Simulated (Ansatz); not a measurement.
# C₂H₄Ge: small, medium and large basis sets

One table from this session's results is given with a row withheld; the runs are named, their logs left out.

Computed with Ansatz 0.2.0, Gaussian basis. Level: one geometry, several basis sets.

Plan: PBE0-D4/def2-SVP; ωB97M-V/def2-SVP; PBE0-D4/def2-QZVPP; ωB97M-V/def2-QZVPP; the functionals' def2-TZVPP values are taken from earlier runs.

## Structure used throughout

An earlier PBE0-D4 in a triple-zeta def2 set relaxation fixed the geometry.

SMILES `C#[C][GeH3]`, 7 atoms, charge 0, spin multiplicity 1.

Atoms are counted from 1 here; the program's logs count them from 0.

Bond lengths: C1–C2 1.205 Å, C1–H4 1.066 Å, C2–Ge3 1.899 Å, Ge3–H5 1.533 Å, Ge3–H6 1.533 Å, Ge3–H7 1.533 Å. Angles: C2–C1–H4 180.0°, C1–C2–Ge3 180.0°, C2–Ge3–H5 108.7°, C2–Ge3–H6 108.7°, C2–Ge3–H7 108.7°, H5–Ge3–H6 110.3°, H5–Ge3–H7 110.3°, H6–Ge3–H7 110.3°.

The first run:

in.yaml

```yaml
crystal:
  periodic: [false, false, false]
  atoms:
    - {symbol: C, position_ang: [-0.810403, -1.833472, 0.129138]}
    - {symbol: C, position_ang: [-0.318150, -0.736746, 0.047684]}
    - {symbol: Ge, position_ang: [0.458413, 0.991597, -0.081022]}
    - {symbol: H, position_ang: [-1.245795, -2.803657, 0.201245]}
    - {symbol: H, position_ang: [0.128427, 1.576341, -1.459131]}
    - {symbol: H, position_ang: [-0.127427, 1.876385, 1.025300]}
    - {symbol: H, position_ang: [1.976136, 0.861451, 0.090987]}
basis:
  gaussian: {orbitals: def2-SVP}
hamiltonian: {xc: pbe0, dispersion: d4}
output: {orbitals: {seedname: orbitals}}
```

Steps of the session up to this table: PBE0-D4 in def2-SVP; ωB97M-V in def2-SVP; PBE0-D4 in def2-QZVPP; ωB97M-V in def2-QZVPP.

One of the session's tables, all rows but one given; the rest of the session is left out.

It belongs to the step «Density functionals: the series». 

| functional | basis | HOMO (eV) | LUMO (eV) |
| --- | --- | --- | --- |
| PBE0-D4 | def2-SVP | -8.12 | 0.38 |
| PBE0-D4 | def2-TZVPP | -8.18 | 0.21 |
| PBE0-D4 | def2-QZVPP | -8.19 | 0.14 |
| ωB97M-V | def2-SVP | ? | ? |
| ωB97M-V | def2-TZVPP | -10.43 | 2.23 |
| ωB97M-V | def2-QZVPP | -10.43 | 1.84 |

Estimate the missing values for ωB97M-V, def2-SVP.

As computed: HOMO (eV): -10.35; LUMO (eV): 2.48. In the column «HOMO (eV)» it lies between ωB97M-V, def2-QZVPP (-10.43) and PBE0-D4, def2-QZVPP (-8.19).
